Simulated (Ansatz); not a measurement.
# C₂H₇NOSn: basis-set convergence

The task here is to estimate one member of a computed series from the others.

The runs use Ansatz 0.2.0, Gaussian basis; one geometry, several basis sets.

Plan: PBE0-D4/def2-SVP; ωB97M-V/def2-SVP; PBE0-D4/def2-QZVPP; ωB97M-V/def2-QZVPP; the functionals' def2-TZVPP values are taken from earlier runs.

## Structure used throughout

All runs share one geometry, relaxed beforehand with PBE0-D4 in a triple-zeta def2 set. Sn takes the def2 core potential; no spin-orbit term is included.

SMILES `C[O][SnH2][CH]=N`, 12 atoms, charge 0, spin multiplicity 1.

Atoms are counted from 1 here; the program's logs count them from 0.

Bond lengths: C1–O2 1.402 Å, C1–H6 1.099 Å, C1–H7 1.099 Å, C1–H8 1.094 Å, O2–Sn3 1.971 Å, Sn3–C4 2.161 Å, Sn3–H9 1.711 Å, Sn3–H10 1.711 Å, C4–N5 1.260 Å, C4–H11 1.094 Å, N5–H12 1.024 Å. Angles: O2–C1–H6 112.5°, O2–C1–H7 112.5°, O2–C1–H8 108.5°, H6–C1–H7 107.9°, H6–C1–H8 107.6°, H7–C1–H8 107.6°, C1–O2–Sn3 122.1°, O2–Sn3–C4 93.9°, O2–Sn3–H9 108.1°, O2–Sn3–H10 108.0°, C4–Sn3–H9 116.9°, C4–Sn3–H10 116.9°, H9–Sn3–H10 110.9°, Sn3–C4–N5 120.8°, Sn3–C4–H11 121.3°, N5–C4–H11 117.9°, C4–N5–H12 111.9°.

Set-up of the first run:

in.yaml

```yaml
crystal:
  periodic: [false, false, false]
  atoms:
    - {symbol: C, position_ang: [-2.059935, 0.173440, -0.357178]}
    - {symbol: O, position_ang: [-0.688927, 0.430424, -0.216746]}
    - {symbol: Sn, position_ang: [0.592560, -0.974927, 0.302051]}
    - {symbol: C, position_ang: [2.291590, 0.359671, 0.281543]}
    - {symbol: N, position_ang: [2.151229, 1.578426, -0.007128]}
    - {symbol: H, position_ang: [-2.518821, -0.180354, 0.576655]}
    - {symbol: H, position_ang: [-2.269829, -0.569258, -1.139467]}
    - {symbol: H, position_ang: [-2.560610, 1.104231, -0.640799]}
    - {symbol: H, position_ang: [0.553997, -2.197037, -0.895126]}
    - {symbol: H, position_ang: [0.111624, -1.593483, 1.823628]}
    - {symbol: H, position_ang: [3.297896, 0.001847, 0.520333]}
    - {symbol: H, position_ang: [1.176127, 1.811820, -0.213868]}
basis:
  gaussian: {orbitals: def2-SVP}
hamiltonian: {xc: pbe0, dispersion: d4}
output: {orbitals: {seedname: orbitals}}
```

Steps of the session up to this table: PBE0-D4 in def2-SVP; ωB97M-V in def2-SVP; PBE0-D4 in def2-QZVPP; ωB97M-V in def2-QZVPP.

One table of the session follows, with a row left open; its other results are not shown here.

It belongs to the step «Functionals by basis». 

```
functional       basis  HOMO (eV)
   PBE0-D4    def2-SVP      -6.85
   PBE0-D4  def2-TZVPP      -7.01
   PBE0-D4  def2-QZVPP          ?
   ωB97M-V    def2-SVP      -9.03
   ωB97M-V  def2-TZVPP      -9.22
   ωB97M-V  def2-QZVPP      -9.25
```

Q: Estimate the row for PBE0-D4, def2-QZVPP from the others.

As computed: HOMO (eV): -7.04. In the column «HOMO (eV)» it lies between ωB97M-V, def2-SVP (-9.03) and PBE0-D4, def2-TZVPP (-7.01).
